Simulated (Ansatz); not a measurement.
# WF2: the cost of one run

Program: Ansatz 0.2.0. Level of theory: DFT PBE+U, scalar-relativistic, plane waves, PAW. These are calculated values, not measurements.

5 further runs of the same task are left out: 5 that didn't finish. Runs told in other sessions of the task aren't counted.

**1. The system as given**

Symmetry: P4_2/mnm, No. 136, tetragonal system. Conventional cell: a = 4.570 Å, b = 4.570 Å, c = 3.844 Å, α = 90.00°, β = 90.00°, γ = 90.00°. W (site symmetry mmm) is surrounded by 6 F at 2.00 to 2.28 Å. Around F (site symmetry m2m) lie 3 W at 2.00 to 2.28 Å.

Structure file:

```xyz
6
Lattice="4.5698 0.0000 0.0000 0.0000 4.5698 0.0000 0.0000 0.0000 3.8444" Properties=species:S:1:pos:R:3 pbc="T T T"
W     0.0000    0.0000    0.0000
W     2.2849    2.2849    1.9222
F     1.4153    1.4153    0.0000
F     3.1545    3.1545    0.0000
F     3.7002    0.8696    1.9222
F     0.8696    3.7002    1.9222
```

**2. Volume fm: 0.8 V/V0**

input.yaml reads:

```yaml
crystal:
  lattice:
    - [4.5698039384, 0.0, 0.0]
    - [0.0, 4.5698039384, 0.0]
    - [0.0, 0.0, 3.8443840564]
  atoms:
    - { symbol: W, position: [0.0, 0.0, 0.0], spin: 1.0 }
    - { symbol: W, position: [0.5, 0.5, 0.5], spin: 1.0 }
    - { symbol: F, position: [0.3097010805, 0.3097010805, 0.0] }
    - { symbol: F, position: [0.6902989195, 0.6902989195, 0.0] }
    - { symbol: F, position: [0.8097010805, 0.1902989195, 0.5] }
    - { symbol: F, position: [0.1902989195, 0.8097010805, 0.5] }
basis:
  ecutwfc: 420
kpoints:
  mp_grid: { grid: [8, 8, 8] }
hamiltonian:
  xc: pbe
  hubbard: { sites: [{ species: W, l: d, u_eff: 6.2 }] }
scf:
  occupations: { method: gaussian, width: 0.1 }
output:
  forces: true
  stress: true
  eigenvalues: true
  populations: true
magnetization:
  spin_polarized: true
```

Launch:

```
ansatz run input.yaml --threads 1 --pin off --max-ram 2560MiB --backend cpu --events-out ev --progress --plain --runs-dir out
```

Q: Estimate wall time and peak memory on 1 thread of Intel Xeon Platinum 8375C at 2.90GHz (Ice Lake), shared host.

About 38 s, with a peak of 0.75 GiB.
